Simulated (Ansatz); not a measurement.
# ZnGe3 (Pm-3m) in Ansatz: convergence with xc grid

Aim: find how far xc grid must go before the results for ZnGe3 settle, at PBEsol. This setting moves, with any that are tied to it; all else stays.

Everything below comes from runs of Ansatz 0.2.0. Logs are shortened: lines on timing, memory, paths and dates and some standing lists are left out, and cuts for length are marked.

## 1. Starting point

It takes space group Pm-3m (No. 221, cubic). The conventional cell has a = 4.222 Å, b = 4.222 Å, c = 4.222 Å, α = 90.00°, β = 90.00°, γ = 90.00°. Ge (site symmetry 4/mmm) has 8 Ge at 2.99 Å and 4 Zn at 2.99 Å as nearest neighbours. Zn (site symmetry m-3m) has 12 Ge at 2.99 Å as nearest neighbours.

The cell comes from a database or a generator and needn't be the stable form of this composition.

## 2. With xc grid 1

Input file input.yaml:

```yaml
crystal:
  lattice:
    - [4.222363, 0.0, 0.0]
    - [0.0, 4.222363, 0.0]
    - [0.0, 0.0, 4.222363]
  atoms:
    - { symbol: Ge, position: [0.5, 0.5, 0.0] }
    - { symbol: Ge, position: [0.5, 0.0, 0.5] }
    - { symbol: Ge, position: [0.0, 0.5, 0.5] }
    - { symbol: Zn, position: [0.0, 0.0, 0.0] }
hamiltonian:
  xc: pbesol
  pseudopotentials: { kind: paw, source: jth, xc_functional: pbe }
kpoints:
  mp_grid: { grid: [5, 5, 5] }
scf:
  occupations: { method: cold, width: 0.1 }
output:
  forces: true
  stress: true
  eigenvalues: true
basis:
  xc_grid: 1
```

Potentials or basis: JTH PAW.

Command:

```console
> ansatz run input.yaml --threads 2 --pin off --max-ram 5632MiB --backend cpu --events-out ev --progress --plain --runs-dir out
```

Log:

```text
Warning: the checks of this Ge dataset prove no rule for summing its radial tables, as where they were carried onto another mesh than they were made on, and Gregory's rule is taken, under which a leading mesh point left out moves its sums only by what lay on the interval it spanned. That does not make them correct, and they differ from Quantum ESPRESSO's on this file; a re-export a fraction of a mesh step off can move them. hamiltonian.pseudopotentials.radial_quadrature: simpson_from_first_knot sums it by `pw.x`'s rule; on a PAW file no value gives `pw.x`'s numbers. What more to know: hamiltonian.pseudopotentials.radial_quadrature, in the input reference
Warning: the checks of this Zn dataset prove no rule for summing its radial tables, as where they were carried onto another mesh than they were made on, and Gregory's rule is taken, under which a leading mesh point left out moves its sums only by what lay on the interval it spanned. That does not make them correct, and they differ from Quantum ESPRESSO's on this file; a re-export a fraction of a mesh step off can move them. hamiltonian.pseudopotentials.radial_quadrature: simpson_from_first_knot sums it by `pw.x`'s rule; on a PAW file no value gives `pw.x`'s numbers. What more to know: hamiltonian.pseudopotentials.radial_quadrature, in the input reference
Warning: RAYON_NUM_THREADS=2 ignored (pool sized by the plan → 2); use --threads N
Engine: ansatz 0.2.0, aarch64-unknown-linux-gnu
Pseudopotentials: kind: paw
Pseudopotential: Ge, paw, valence charge 14, recommended cutoff 1080 eV (normal), Ge.paw.azcp
Pseudopotential: Zn, paw, valence charge 12, recommended cutoff 1080 eV (normal), Zn.paw.azcp
Functional definition: PBEsol
  exchange = pbesol_x
  correlation = pbesol_c
Crystal: 4 atoms, lattice volume = 75.278 Å³
Basis set: ecut = 1080 eV, 6043 PW (Γ)
Bands: 33, of which v1, the nominal top of the filled ones, is band 27 counted from 1 (26 counted from 0)
Symmetry: 48 space group operations
Space group: Pm-3m (ITA 221), of the structure as read, at distance tolerance 4.2e-5 Å
k-points: 10 of 125
Non-local potential: Ge, projectors of the file, l = 0: 2, l = 1: 2, l = 2: 2
Non-local potential: Zn, projectors of the file, l = 0: 2, l = 1: 2, l = 2: 2
PAW form: soft (Blöchl's): semilocal exchange-correlation on the pseudo side does not see the compensation charge
PAW frozen core: Ge, regenerated for the run's functional, and the local potential with it (the file was generated under x = pbe(κ = 0.804, μ = 0.2195149727645171), c = pbe(β = 0.06672455060314922))
PAW frozen core: Zn, regenerated for the run's functional, and the local potential with it (the file was generated under x = pbe(κ = 0.804, μ = 0.2195149727645171), c = pbe(β = 0.06672455060314922))
PAW one-centre angular grid: Ge, 590 points (default); XC on 64 Gauss nodes
PAW one-centre angular grid: Zn, 590 points (default); XC on 64 Gauss nodes
Initial density: superposition of atomic densities (chi_scale 0.1, normalization cell, long waves kept (reshape's long-wave potential 0.00 eV rms))
Initial wavefunctions: pseudopotential atomic-orbital guess
Functional: x = pbesol(κ = 0.804, μ = 0.12345679012345678), c = pbesol(β = 0.046)
SCF iter   1: F=—  HF=-16033.494029 eV  |F-HF|=—  |Δ(HF+E_count)|=         —  Δρ=1.68e-2  dr2=2.38e-1  ethr=3.10e-3  ⟨swp⟩=12.4  Hψ=2322  notcnv=0
preconditioner: auto → Kerker (q_TF=auto, 2.581 Å⁻¹)  [metal: Δε(μ)=0.220 eV  Ē_g=19.097 eV  σ=0.100 eV  W_gap=0.48  n_scr=26 (ndim 8)  ℏωp=31.5 eV  f_vac=0.000  D(μ)=5.63/eV (n_scr^D=80)]
SCF iter   2: F=—  HF=-16033.430375 eV  |F-HF|=—  |Δ(HF+E_count)|=   6.37e-2  S|Δr|=    0.00e0  Δρ=1.03e-2  dr2=9.34e-2  ethr=4.42e-4  ⟨swp⟩=2.8  Hψ=655  notcnv=0  defer=9
preconditioner: auto → Resta (q_TF=auto, 2.581 Å⁻¹)  ε∞=3.7  [insulator: Δε(μ)=0.234 eV  Ē_g=19.261 eV  σ=0.100 eV  W_gap=0.52  n_scr=26 (ndim 8)  ℏωp=31.5 eV  f_vac=0.000  D(μ)=5.73/eV (n_scr^D=80)  ε∞_Penn≈3.7]
SCF iter   3: F=—  HF=-16033.396486 eV  |F-HF|=—  |Δ(HF+E_count)|=   3.39e-2  S|Δr|=    0.00e0  Δρ=4.55e-3  dr2=1.46e-2  ethr=1.73e-4  ⟨swp⟩=2.2  Hψ=441  notcnv=0  defer=10
SCF iter   4: F=—  HF=-16033.388016 eV  |F-HF|=—  |Δ(HF+E_count)|=   8.47e-3  S|Δr|=    0.00e0  Δρ=1.49e-3  dr2=1.33e-3  ethr=2.70e-5  ⟨swp⟩=2.6  Hψ=651  notcnv=0  defer=9
SCF iter   5: F=—  HF=-16033.387123 eV  |F-HF|=—  |Δ(HF+E_count)|=   8.92e-4  S|Δr|=    0.00e0  Δρ=2.81e-4  dr2=2.95e-5  ethr=2.46e-6  ⟨swp⟩=3.1  Hψ=615  notcnv=0  defer=11
SCF iter   6: F=—  HF=-16033.387092 eV  |F-HF|=—  |Δ(HF+E_count)|=   3.17e-5  S|Δr|=    0.00e0  Δρ=5.92e-5  dr2=2.22e-6  ethr=5.46e-8  ⟨swp⟩=4.3  Hψ=747  notcnv=0  defer=11
SCF iter   7: F=-16033.387092 eV  HF=-16033.387092 eV  |F-HF|=8.06e-9  |Δ(HF+E_count)|=   2.45e-7  S|Δr|=    0.00e0  Δρ=1.14e-5  dr2=9.09e-8  ethr=1.85e-10  ⟨swp⟩=14.8  Hψ=2775  notcnv=0
SCF 1 converged in 7 iterations: F = -16033.387092 eV  dr2 = 9.09e-8
SCF converged after 7 iterations
Stability not checked: this state was not tested for a lower state beside it, because cold or Methfessel-Paxton smearing, or corrected tetrahedra, fill the levels in a way that the test cannot read (fill_not_monotonic; see scf.lower_state_search)
Free energy (F): -16033.387092 eV
Harris-Foulkes:  -16033.387092 eV  (|F-HF|=8.06e-9)
Internal energy: -16033.375743 eV  (E = F + TS)
E sigma→0 (E₀):  -16033.383309 eV
Entropy (-TS):   -0.011349 eV (-2.837 meV/atom)
Fermi energy:    12.503381 eV
--- Per-component energies (eV) ---
  E_band       = -213.494782
  E_kinetic    = 704.797234
  E_local      = -6392.492092  (includes V_loc(G=0)·N_el)
  E_nonlocal   = -172.520131
  E_hartree    = 1812.885623
  E_xc         = -232.435830
  E_vxc        = -291.908178  (∫ρ·V_xc dr)
  E_paw        = -6046.347228  (= ΣΔE_a)
  E_vpaw       = 2312.854551  (= ΣTr[D̂ρ^β])
  E_aug_tail   = 0.000582  (compensation charges beyond the density's cutoff)
  E_ewald      = -5710.814903
  E_core_change = 3.551002  (= ΣΔE_core)
  E_smearing   = -0.011349  (= −TS)
  E_closure    = 0.000000  (closes the sum)
  Σ components = -16033.387092   (vs F -16033.387092, Δ=0.00e0)
--- Forces (eV/Å), atoms counted from 1 ---
  atom   1  Ge     0.00000000    -0.00000000    -0.00000000
  atom   2  Ge     0.00000000    -0.00000000     0.00000000
  atom   3  Ge     0.00000000    -0.00000000    -0.00000000
  atom   4  Zn    -0.00000000     0.00000000    -0.00000000
  max |Σ_I F_I| component: 2.42e-28 eV/Å
--- Stress (GPa, compression-positive) ---
       -3.704603      -0.000000      -0.000000
       -0.000000      -3.704603       0.000000
        0.000000      -0.000000      -3.704603
  P = ⅓ Tr σ = -3.7046 GPa (-37.046 kbar)
--- Band table (eV; the first three rows and the last of 10) ---
  k-point 0: bands = ["-12.3341", "-12.3341", "-12.3341", "-12.3221", "-12.2877", "-12.2877", "-12.2516", "-12.2516", "-12.2516", "-12.2292", "-12.2292", "-12.2051", "-12.1894", "-12.1894", "-12.1894", "-0.0933", "4.9547", "4.9547", "5.2363", "5.2363", "5.2363", "7.3106", "7.3106", "8.7730", "8.7730", "8.7730", "10.9539", "15.2091", "15.2091", "15.2091", "16.7838", "16.7838", "16.7838"]
  k-point 1: bands = ["-12.3323", "-12.3214", "-12.3214", "-12.3138", "-12.2867", "-12.2805", "-12.2534", "-12.2520", "-12.2520", "-12.2360", "-12.2290", "-12.2114", "-12.2032", "-12.2032", "-12.1894", "0.2262", "4.6410", "5.0133", "5.2009", "5.2009", "5.2373", "5.7359", "7.3562", "9.1571", "9.1571", "9.7019", "12.7291", "14.1221", "14.1696", "14.1696", "15.1487", "16.4936", "16.4936"]
  k-point 2: bands = ["-12.3290", "-12.2963", "-12.2885", "-12.2885", "-12.2838", "-12.2641", "-12.2565", "-12.2545", "-12.2545", "-12.2524", "-12.2359", "-12.2359", "-12.2293", "-12.2256", "-12.1894", "1.1298", "2.9789", "5.1109", "5.1485", "5.1485", "5.2390", "5.3299", "7.4470", "10.2112", "10.2112", "10.4752", "12.1458", "12.1458", "12.9517", "13.2477", "16.3058", "17.1798", "17.1798"]
  k-point 9: bands = ["-12.3019", "-12.2967", "-12.2967", "-12.2927", "-12.2900", "-12.2900", "-12.2858", "-12.2467", "-12.2419", "-12.2419", "-12.2376", "-12.2376", "-12.2097", "-12.2097", "-12.2009", "3.3390", "4.1377", "4.1377", "5.2579", "5.2579", "5.3974", "5.7804", "5.7804", "7.1292", "8.2791", "8.2791", "8.3095", "10.6353", "17.8427", "17.8427", "18.7077", "19.1707", "19.1707"]
```

Run time: 2.9 s. Hardware: 2 threads of Arm Neoverse V2, shared host; peak memory 0.52 GiB.

What came out:

```yaml
Free_energy: -16033.3871 eV
Pressure: -3.7 GPa
Band_gap_on_the_k_mesh: none (metal or under the smearing width)
```

## 3. With xc grid 2

Changes to input.yaml since step 2:

```diff
@@ -22,2 +22,2 @@
 basis:
-  xc_grid: 1
+  xc_grid: 2
```

Potentials or basis: JTH PAW.

Command:

```console
> ansatz run input.yaml --threads 2 --pin off --max-ram 5632MiB --backend cpu --events-out ev --progress --plain --runs-dir out
```

Wall time 3 s (2 threads of Arm Neoverse V2, shared host); peak memory 0.56 GiB.

What came out:

* Free energy: -16033.3871 eV
* Pressure: -3.7 GPa
* Band gap on the k mesh: none (metal or under the smearing width)

## 4. With xc grid 3

Changes to input.yaml since step 3:

```diff
@@ -22,2 +22,2 @@
 basis:
-  xc_grid: 2
+  xc_grid: 3
```

Command:

```console
> ansatz run input.yaml --threads 2 --pin off --max-ram 5632MiB --backend cpu --events-out ev --progress --plain --runs-dir out
```

It took 3.3 s on 2 threads of Arm Neoverse V2, shared host; peak memory 0.72 GiB.

The run converged. Its results:

```yaml
Free_energy: -16033.3871 eV
Pressure: -3.7 GPa
Band_gap_on_the_k_mesh: none (metal or under the smearing width)
```

## 5. With xc grid 4

Changes to input.yaml since step 4:

```diff
@@ -22,2 +22,2 @@
 basis:
-  xc_grid: 3
+  xc_grid: 4
```

Command:

```console
> ansatz run input.yaml --threads 2 --pin off --max-ram 5632MiB --backend cpu --events-out ev --progress --plain --runs-dir out
```

It took 3.8 s on 2 threads of Arm Neoverse V2, shared host; peak memory 1.1 GiB.

The run converged. Its results:

```
Free energy            : -16033.3871 eV
Pressure               : -3.7 GPa
Band gap on the k mesh : none (metal or under the smearing width)
```

## 6. With xc grid 5

Changes to input.yaml since step 5:

```diff
@@ -22,2 +22,2 @@
 basis:
-  xc_grid: 4
+  xc_grid: 5
```

Potentials or basis: JTH PAW.

Command:

```console
> ansatz run input.yaml --threads 2 --pin off --max-ram 5632MiB --backend cpu --events-out ev --progress --plain --runs-dir out
```

It took 4.4 s on 2 threads of Arm Neoverse V2, shared host; peak memory 1.6 GiB.

Results (log left out):

```yaml
Free_energy: -16033.3871 eV
Pressure: -3.7 GPa
Band_gap_on_the_k_mesh: none (metal or under the smearing width)
```

## 7. The series at a glance

```
xc grid  energy less the tightest run, at zero smearing (meV/atom)  SCF cycles  CPU time (s)  peak memory (GiB)
      1                                                       0.00           7           5.5               0.52
      2                                                       0.00           7           5.8               0.56
      3                                                       0.00           7           6.3               0.72
      4                                                       0.00           7           7.3                1.1
      5                                                       0.00           7           8.5                1.6
```

Against the tightest run, the energy stays within 1 meV/atom from 1 on. The tightest run that finished is the yardstick and may itself not be fully converged.
